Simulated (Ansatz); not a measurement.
# ClGaH₂O₂: how energies converge with the basis set

An exercise on one series of results from a longer session: the logs are not shown, and one member is left open.

The runs use Ansatz 0.2.0, Gaussian basis; one geometry, several basis sets.

Levels to be run: PBE0-D4/def2-SVP; ωB97M-V/def2-SVP; PBE0-D4/def2-QZVPP; ωB97M-V/def2-QZVPP; the functionals' def2-TZVPP values are taken from earlier runs.

## The geometry

The geometry comes from an earlier relaxation with PBE0-D4 in a triple-zeta def2 set; it is a stationary point.

SMILES `[OH][Ga]([OH])[Cl]`, 6 atoms, charge 0, spin multiplicity 1.

Atoms are counted from 1 here; the program's logs count them from 0.

Bond lengths: O1–Ga2 1.772 Å, O1–H5 0.960 Å, Ga2–O3 1.766 Å, Ga2–Cl4 2.122 Å, O3–H6 0.961 Å. Angles: Ga2–O1–H5 113.7°, O1–Ga2–O3 119.7°, O1–Ga2–Cl4 121.3°, O3–Ga2–Cl4 119.0°, Ga2–O3–H6 112.5°.

Geometry (Å):

```xyz
6
charge 0, multiplicity 1
O    -0.3189    1.4284   -0.3105
Ga   -0.0835   -0.3170   -0.1127
O     1.0660   -0.9138    1.0875
Cl   -1.1585   -1.7145   -1.2925
H    -0.9623    1.6562   -0.9857
H     1.4993   -0.2032    1.5677
```

Set-up of the first run:

File in.yaml:

```yaml
crystal:
  periodic: [false, false, false]
  atoms:
    - {symbol: O, position_ang: [-0.318858, 1.428419, -0.310456]}
    - {symbol: Ga, position_ang: [-0.083481, -0.317049, -0.112659]}
    - {symbol: O, position_ang: [1.065979, -0.913833, 1.087535]}
    - {symbol: Cl, position_ang: [-1.158547, -1.714541, -1.292525]}
    - {symbol: H, position_ang: [-0.962306, 1.656213, -0.985651]}
    - {symbol: H, position_ang: [1.499314, -0.203208, 1.567657]}
basis:
  gaussian: {orbitals: def2-SVP}
hamiltonian: {xc: pbe0, dispersion: d4}
output: {orbitals: {seedname: orbitals}}
```

Among the steps run: PBE0-D4 in def2-SVP; ωB97M-V in def2-SVP; PBE0-D4 in def2-QZVPP; ωB97M-V in def2-QZVPP.

One table of the session follows, with a row left open; its other results are not shown here.

It belongs to the step «Density functionals: the series». 

```
functional       basis  HOMO (eV)
   PBE0-D4    def2-SVP      -8.97
   PBE0-D4  def2-TZVPP      -9.24
   PBE0-D4  def2-QZVPP      -9.30
   ωB97M-V    def2-SVP          ?
   ωB97M-V  def2-TZVPP     -11.56
   ωB97M-V  def2-QZVPP     -11.62
```

Estimate the missing values for ωB97M-V, def2-SVP.

**Answer.** HOMO (eV): -11.32. In the column «HOMO (eV)» it lies between ωB97M-V, def2-TZVPP (-11.56) and PBE0-D4, def2-QZVPP (-9.30).
